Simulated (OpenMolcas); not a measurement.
# RGE2/ANO-S-VDZP (RICD fitting, population LoProp) run of CH3BO2 (SMILES B1OCO1)

What is the electrostatic solvation energy at fixed shape (C-PCM, chloroform) of CH3BO2 at RGE2/ANO-S-VDZP (RICD fitting, population LoProp)? 

The results are computed with OpenMolcas 26.06.

3 further runs of the same task are left out: 1 that didn't finish, 2 set aside as unsound or not needed.

## Step 1: Starting point

The species is CH3BO2 (7 atoms), meant as a singlet with charge 0. SMILES: `B1OCO1`. The coordinates come from a GFN2-xTB relaxation.

Bond lengths: B1–O2 1.380 Å, O2–C3 1.406 Å, B1–O4 1.380 Å, C3–O4 1.406 Å, B1–H5 1.159 Å, C3–H6 1.093 Å, C3–H7 1.093 Å. Some angles: B1–O2–C3 84.7°, O2–B1–O4 96.5°, O2–C3–O4 94.2°, B1–O4–C3 84.7°, O2–B1–H5 131.7°, O4–B1–H5 131.7°, O2–C3–H6 112.6°, O2–C3–H7 112.6°, O4–C3–H6 112.6°, O4–C3–H7 112.6°.

## Step 2: Energy and one-electron properties at RGE2/ANO-S-VDZP (RICD fitting, population LoProp)

File coord.xyz:

```xyz
7

B     -0.826790     0.411720    -0.554170
O     -0.615710     0.255940     0.800340
C      0.613180    -0.305190     0.410890
O      0.372170    -0.134480    -0.963650
H     -1.716140     0.854490    -1.150150
H      0.702840    -1.357180     0.694080
H      1.470460     0.274690     0.762660
```

File run.inp:

```
&GATEWAY
 COORD=coord.xyz
 BASIS=ANO-S-VDZP
 GROUP=NoSym
 RICD

&SEWARD

&SCF
 KSDFT=RGE2
 PRORBITALS=1 2

&LOPROP
 NOFIELD

&LOCALISATION
 PIPEK-MEZEY
```

The run is started by

```
$ export MOLCAS_MEM=1860
$ pymolcas run.inp > run.log
```

Output:

```text
--- Start Module: gateway ---
[...]
--- Stop Module: gateway /rc=_RC_ALL_IS_WELL_ ---
[...]
      Basis functions           71
[...]
       Convergence after  14 Iterations
[...]
::    Total KS-DFT energy                            -214.4325200793
[...]
      Total spin, S                                     0.0000000000
[...]
      Total electronic charge=   30.000000
      Total            charge=   -0.000000
[...]
      Dipole Moment (debye):
      Origin of the operator (angstrom)=   -0.0893    0.0445   -0.0599
                   X=  7.8500E-01               Y= -3.9099E-01               Z=  5.2605E-01           Total=  1.0227E+00
      Quadrupole Moment (debye*angstrom):
[...]
--- Start Module: loprop ---
[...]
--- Stop Module: loprop /rc=_RC_ALL_IS_WELL_ ---
--- Start Module: localisation ---
[...]
--- Stop Module: localisation /rc=_RC_ALL_IS_WELL_ ---
[...]
```

Wall time 7.8 s (1 thread of Intel Xeon Platinum 8375C at 2.90GHz (Ice Lake), shared host).

Atomic charges (e):

```tsv
atom	Mulliken	program's own
B1	-0.404	+0.384
O2	-0.096	-0.406
C3	+0.041	+0.142
O4	-0.096	-0.406
H5	+0.290	+0.009
H6	+0.133	+0.139
H7	+0.133	+0.139
```

## Step 3: Energy and one-electron properties at RGE2/ANO-S-VDZP (RICD fitting, C-PCM chloroform, population LoProp)

coord.xyz is that of step 2.

File run.input:

```
>>> EXPORT MOLCAS_PRINT=2

&GATEWAY
 Coord = coord.xyz
 Basis = ANO-S-VDZP
 Group = NoSym
 RICD
 RF-Input
 PCM-Model
 Solvent=chloroform
 Conductor
 End of RF-Input

&SEWARD

&SCF
 KSDFT = RGE2
 PrOrbitals = 1 2

&LOPROP
 NoField

&LOCALISATION
 Pipek-Mezey
```

The run is started by

```
$ export MOLCAS_MEM=1860
$ pymolcas run.input > run.log
```

Output:

```text
--- Start Module: gateway ---
[...]
--- Stop Module: gateway /rc=_RC_ALL_IS_WELL_ ---
[...]
      Basis functions           71
[...]
       Convergence after  14 Iterations
[...]
::    Total KS-DFT energy                            -214.4397779959
[...]
      Total spin, S                                     0.0000000000
[...]
      Total electronic charge=   30.000000
      Total            charge=   -0.000000
[...]
      Dipole Moment (debye):
      Origin of the operator (angstrom)=   -0.0893    0.0445   -0.0599
                   X=  7.6920E-01               Y= -3.8172E-01               Z=  5.1402E-01           Total=  1.0008E+00
      Quadrupole Moment (debye*angstrom):
[...]
--- Start Module: loprop ---
[...]
--- Stop Module: loprop /rc=_RC_ALL_IS_WELL_ ---
--- Start Module: localisation ---
[...]
--- Stop Module: localisation /rc=_RC_ALL_IS_WELL_ ---
[...]
```

It took 12 s on 1 thread of Intel Xeon Platinum 8375C at 2.90GHz (Ice Lake), shared host.

Atomic charges (e):

```tsv
atom	Mulliken	program's own
B1	-0.430	+0.372
O2	-0.122	-0.421
C3	+0.033	+0.138
O4	-0.122	-0.421
H5	+0.340	+0.034
H6	+0.150	+0.149
H7	+0.151	+0.149
```

## Step 4: Summary of results

Level: RGE2/ANO-S-VDZP (RICD fitting, population LoProp).

| quantity | value |
| --- | --- |
| gas phase: total energy | -214.43252 Eh |
| gas phase: dipole moment | 1.02 D |
| gas phase: HOMO energy | -7.80 eV |
| gas phase: LUMO energy | -0.82 eV |
| gas phase: HOMO–LUMO gap | 6.98 eV |
| C-PCM, chloroform: total energy | -214.43978 Eh |
| C-PCM, chloroform: dipole moment | 1.00 D |
| C-PCM, chloroform: HOMO energy | -7.76 eV |
| C-PCM, chloroform: LUMO energy | -0.65 eV |
| C-PCM, chloroform: HOMO–LUMO gap | 7.11 eV |
| energy change from gas to solvent at fixed shape | -0.197 eV |

**Reading.** The solvent model (C-PCM, chloroform) lowers the energy by 0.20 eV (−4.6 kcal/mol) at the same shape. It holds the electrostatic part alone, without cavity or dispersion terms.
